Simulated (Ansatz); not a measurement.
# Cl4GeH7NSi2 (built from SMILES [Cl][Ge]([Cl])([Cl])[Cl].[SiH3]N[SiH3]): a reaction path by the nudged elastic band

What path joins these two structures, and how high does it climb? Both ends were relaxed at PBE0-D4 in triple zeta.

The runs use Ansatz 0.2.0, Gaussian basis; PBE0-D4/def2-SVP.

23 further runs of the same task are left out: 1 that didn't finish, 22 set aside as unsound or not needed.

### Step 1. The system as given

The first end: 15 atoms, charge 0, spin multiplicity 1.

Atoms are counted from 1 here; the program's logs count them from 0.

Bond lengths: Ge1–Cl2 2.268 Å, Ge1–Cl3 2.148 Å, Ge1–Cl4 2.270 Å, Ge1–Cl5 2.150 Å, Ge1–N7 2.031 Å, H6–N7 1.025 Å, N7–Si8 1.820 Å, N7–Si9 1.823 Å, Si8–H10 1.483 Å, Si8–H11 1.476 Å, Si8–H12 1.472 Å, Si9–H13 1.473 Å, Si9–H14 1.475 Å, Si9–H15 1.486 Å. Angles: Cl2–Ge1–Cl3 92.7°, Cl2–Ge1–Cl4 167.6°, Cl2–Ge1–Cl5 93.5°, Cl2–Ge1–N7 83.4°, Cl3–Ge1–Cl4 92.4°, Cl3–Ge1–Cl5 123.3°, Cl3–Ge1–N7 121.3°, Cl4–Ge1–Cl5 93.0°, Cl4–Ge1–N7 84.2°, Cl5–Ge1–N7 115.3°, Ge1–N7–H6 100.5°, Ge1–N7–Si8 112.0°, Ge1–N7–Si9 114.9°, H6–N7–Si8 106.2°, H6–N7–Si9 109.2°, Si8–N7–Si9 112.9°, N7–Si8–H10 104.9°, N7–Si8–H11 106.6° and more.

Coordinates:

```csv
atom,x (Å),y (Å),z (Å)
Ge1,-0.70956,0.72740,-1.44999
Cl2,0.70003,-0.31793,-2.88617
Cl3,-2.45404,-0.01830,-2.45711
Cl4,-1.92739,1.46629,0.31792
Cl5,0.13251,2.66939,-1.82732
H6,0.74504,-1.05883,-0.65725
N7,0.26079,-0.38498,-0.05483
Si8,1.56242,0.56543,0.79135
Si9,-0.82635,-1.28518,1.09965
H10,2.11431,-0.36370,1.80737
H11,2.57030,0.90402,-0.23188
H12,0.92523,1.73655,1.41514
H13,-2.12226,-1.55592,0.45498
H14,-0.89380,-0.53331,2.36662
H15,-0.07733,-2.55094,1.31143
```

The second end:

```xyz
15

Ge   -1.14076    1.16704   -0.81664
Cl    1.42591   -1.84533   -2.30099
Cl   -2.05641    0.14193   -2.42929
Cl   -2.67566    1.93115    0.44386
Cl    0.00850    2.78784   -1.56644
H     0.78861   -1.09901   -1.45851
N    -0.03027    0.05843    0.10330
Si    1.51749    0.66090    0.69525
Si   -0.76048   -1.27394    0.99865
H     2.01488   -0.41008    1.59624
H     2.45808    0.87171   -0.42693
H     1.34147    1.91889    1.46101
H    -2.11408   -1.49226    0.43451
H    -0.86052   -0.93817    2.44107
H     0.08316   -2.47911    0.82482
```

### Step 2. The band at PBE0-D4/def2-SVP

neb/in.yaml reads:

```yaml
crystal:
  periodic: [false, false, false]
  atoms:
    - {symbol: Ge, position_ang: [-0.709558, 0.727400, -1.449993]}
    - {symbol: Cl, position_ang: [0.700035, -0.317933, -2.886169]}
    - {symbol: Cl, position_ang: [-2.454041, -0.018297, -2.457115]}
    - {symbol: Cl, position_ang: [-1.927389, 1.466295, 0.317922]}
    - {symbol: Cl, position_ang: [0.132508, 2.669391, -1.827323]}
    - {symbol: H, position_ang: [0.745035, -1.058828, -0.657254]}
    - {symbol: N, position_ang: [0.260794, -0.384980, -0.054832]}
    - {symbol: Si, position_ang: [1.562425, 0.565430, 0.791347]}
    - {symbol: Si, position_ang: [-0.826354, -1.285177, 1.099654]}
    - {symbol: H, position_ang: [2.114308, -0.363699, 1.807368]}
    - {symbol: H, position_ang: [2.570295, 0.904024, -0.231878]}
    - {symbol: H, position_ang: [0.925227, 1.736549, 1.415143]}
    - {symbol: H, position_ang: [-2.122259, -1.555921, 0.454976]}
    - {symbol: H, position_ang: [-0.893797, -0.533313, 2.366623]}
    - {symbol: H, position_ang: [-0.077327, -2.550942, 1.311432]}
basis:
  gaussian: {orbitals: def2-SVP}
hamiltonian: {xc: pbe0, dispersion: d4}
neb:
  images: 5
  climbing: true
  max_iterations: 40
  initial_path: idpp
  final_atoms:
    - {symbol: Ge, position_ang: [-1.140762, 1.167042, -0.816637]}
    - {symbol: Cl, position_ang: [1.425909, -1.845329, -2.300995]}
    - {symbol: Cl, position_ang: [-2.056409, 0.141927, -2.429293]}
    - {symbol: Cl, position_ang: [-2.675662, 1.931149, 0.443858]}
    - {symbol: Cl, position_ang: [0.008502, 2.787842, -1.566442]}
    - {symbol: H, position_ang: [0.788606, -1.099010, -1.458510]}
    - {symbol: N, position_ang: [-0.030273, 0.058427, 0.103301]}
    - {symbol: Si, position_ang: [1.517486, 0.660905, 0.695253]}
    - {symbol: Si, position_ang: [-0.760485, -1.273935, 0.998655]}
    - {symbol: H, position_ang: [2.014884, -0.410080, 1.596236]}
    - {symbol: H, position_ang: [2.458078, 0.871714, -0.426927]}
    - {symbol: H, position_ang: [1.341468, 1.918894, 1.461005]}
    - {symbol: H, position_ang: [-2.114081, -1.492263, 0.434511]}
    - {symbol: H, position_ang: [-0.860518, -0.938174, 2.441069]}
    - {symbol: H, position_ang: [0.083160, -2.479110, 0.824817]}
```

Command:

```
$ ansatz run in.yaml --threads 4 --pin off --events-out ev --progress --plain --max-ram 41984MiB --backend cpu
```

**Question.** What will these runs give? Wanted: from earlier runs: barrier over the separately found saddle, CCSD(T)/def2-TZVPP.

The runs gave:

| quantity | value |
| --- | --- |
| PBE0-D4/def2-SVP, 9 iterations | highest 0.506 eV (image 2), last end -0.024 eV |
| from earlier runs: barrier over the separately found saddle, CCSD(T)/def2-TZVPP | 0.462 eV |

What this shows: The highest image lies 0.506 eV above the first end, and it climbed, so it estimates the saddle. The ends are not quite minima at this level (largest force component 0.33 eV/Å), so the heights are unreliable: relaxing the first end would lower it and raise the barrier above it. The highest image is 0.044 eV above the CCSD(T) barrier in triple zeta, which comes from separate runs on the saddle.
